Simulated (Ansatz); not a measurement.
# Sn: the cost of one run

Computed with Ansatz 0.2.0 (DFT LDA, scalar-relativistic, unless a step's input says otherwise).

## Step 1: The starting structure

The structure is tetragonal, space group I4_1/amd (No. 141). The conventional cell has a = 5.832 Å, b = 5.832 Å, c = 3.181 Å, α = 90.00°, β = 90.00°, γ = 90.00°. Sn (site symmetry -4m2) has 6 Sn at 3.02 to 3.18 Å as nearest neighbours.

Structure file:

```
CELL_PARAMETERS angstrom
-2.91585 2.91585 1.59065
2.91585 -2.91585 1.59065
2.91585 2.91585 -1.59065
ATOMIC_POSITIONS crystal
Sn 0.00000 0.00000 0.00000
Sn 0.75000 0.25000 0.50000
```

Atoms are numbered in the order of the input: Sn1, Sn2.

## Step 2: After the deformation

Space group I4_1/amd before, I4_1/amd after.

## Step 3: Full-potential LAPW

input.yaml reads:

```yaml
crystal:
  lattice:
    - [-2.857533, 2.857533, 1.59065]
    - [2.857533, -2.857533, 1.59065]
    - [2.857533, 2.857533, -1.59065]
  atoms:
    - { symbol: Sn, position: [0.0, 0.0, 0.0] }
    - { symbol: Sn, position: [0.75, 0.25, 0.5] }
kpoints:
  mp_grid: { grid: [15, 15, 10] }
  band_path:
    path:
      - [0.0, 0.0, 0.0]
      - [0.0, 0.0, 0.5]
      - [-0.5, 0.5, 0.5]
      - [0.0, 0.0, 0.0]
      - [0.3274652201, 0.3274652201, -0.3274652201]
      - [-0.3274652201, 0.6725347799, 0.3274652201]
      - [-0.5, 0.5, 0.5]
      - [0.0, 0.0, 0.5]
      - [0.25, 0.25, 0.25]
    npoints: 5
scf:
  occupations: { method: fermi_dirac, width: 0.05 }
hamiltonian:
  xc: lda
  pseudopotentials: { kind: all_electron, lapw: { basis_error: 0.00025 } }
output:
  forces: true
  stress: true
  eigenvalues: true
```

Launch:

```
$ ansatz run input.yaml --threads 1 --pin off --max-ram 3072MiB --backend cpu --events-out ev --progress --plain --runs-dir out
```

**Question.** How long does this run take on 1 thread of Intel Xeon 6975P-C (Granite Rapids), shared host, and how much memory does it need?

About 90 s, with a peak of 1.8 GiB.
